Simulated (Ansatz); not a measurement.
# BGe+ (triplet): from Hartree-Fock to the top rungs at distance Ge1–B2 = 2.004 Å, cc-pVDZ

How much of the correlation energy of BGe+ (triplet) does each wave-function method recover here?

Computed with Ansatz 0.2.0, Gaussian basis. Level: cc-pVDZ, core rule «outside noble gas», up to 15 orbitals frozen.

The runs, in order: UHF; CCSD(T) on ROHF; CCSD(T) on UHF; BCCD(T) on ROHF; CISD; CCSDT(Q) on ROHF; CCSDT(Q) on UHF; CASSCF and MRCISD+Q, 4 electrons in 4 orbitals; CASSCF and NEVPT2, 4 electrons in 4 orbitals; CASSCF and MRCISD+Q, 6 electrons in 8 orbitals; CASSCF and NEVPT2, 6 electrons in 8 orbitals; Full CI; Full CI in the symmetry of the determinant.

21 further runs of the same task are left out: 14 that didn't finish, 7 set aside as unsound or not needed.

## 1. The geometry

The geometry derives from a PBE0/def2-TZVP stationary point (not a proven minimum). One bond is set to the value named and the two fragments are kept rigid. No spin-orbit coupling is included. The filled d shell of Ge may be among the frozen orbitals whatever the setting's name suggests; the logs give the count.

2 atoms, charge 1, spin multiplicity 3.

Atoms are counted from 1 here; the program's logs count them from 0.

Bond lengths: Ge1–B2 2.004 Å.

## 2. UHF

in.yaml

```yaml
crystal:
  periodic: [false, false, false]
  atoms:
    - {symbol: Ge, position_ang: [0.000000, 0.000000, 0.000000]}
    - {symbol: B, position_ang: [0.000000, 0.000000, 2.004000]}
basis:
  gaussian: {orbitals: cc-pVDZ}
total_charge: 1
magnetization: {spin_polarized: true, initial_magnetization: 2}
hamiltonian: {xc: hf}
output: {orbitals: {seedname: orbitals}}
```

Launch:

```
$ ansatz run in.yaml --threads 1 --pin off --events-out ev --progress --plain --max-ram 2393MiB
```

The runs that follow: CCSD(T) on ROHF; CCSD(T) on UHF; BCCD(T) on ROHF; CISD; CCSDT(Q) on ROHF; CCSDT(Q) on UHF; CASSCF and MRCISD+Q, 4 electrons in 4 orbitals; CASSCF and NEVPT2, 4 electrons in 4 orbitals; CASSCF and MRCISD+Q, 6 electrons in 8 orbitals; CASSCF and NEVPT2, 6 electrons in 8 orbitals; Full CI; Full CI in the symmetry of the determinant.

Before running them: what should the planned runs give, taken together? Wanted: FCI below the RHF energy; UMP2 from FCI; UCCSD(T) from FCI; UCCSDT(Q) from FCI; NEVPT2 pair from FCI; MRCISD+Q pair from FCI; NEVPT2 valence from FCI; T1 diagnostic; effectively unpaired electrons.

The runs gave:

| quantity | value |
| --- | --- |
| FCI below the RHF energy | -3.3404 eV |
| UMP2 from FCI | +24.16 kcal/mol |
| UCCSD(T) from FCI | +1.32 kcal/mol |
| UCCSDT(Q) from FCI | +0.21 kcal/mol |
| NEVPT2 pair from FCI | +24.73 kcal/mol |
| MRCISD+Q pair from FCI | +2.75 kcal/mol |
| NEVPT2 valence from FCI | +9.28 kcal/mol |
| levels within 1 kcal/mol (43 meV) | UCCSDT, UCCSDT(Q), MRCISD+Q valence |
| T1 diagnostic | 0.047 |
| effectively unpaired electrons | 2.23 |

In words: UCCSD(T) misses by +1.32 kcal/mol, 1.7 % of the correlation energy. The occupations show some static correlation. Of the multireference levels listed MRCISD+Q valence comes nearest in total energy (+0.41 kcal/mol), which doesn't show that its space is the better one. The lowest state has another symmetry than the determinant, whose own symmetry lies 0.01 eV higher, so single-reference misses include that gap. Coupled cluster took another determinant than the lowest Hartree-Fock one. These misses are within one basis, not against nature; the frozen cores of restricted and unrestricted runs differ, which can shift their rows.
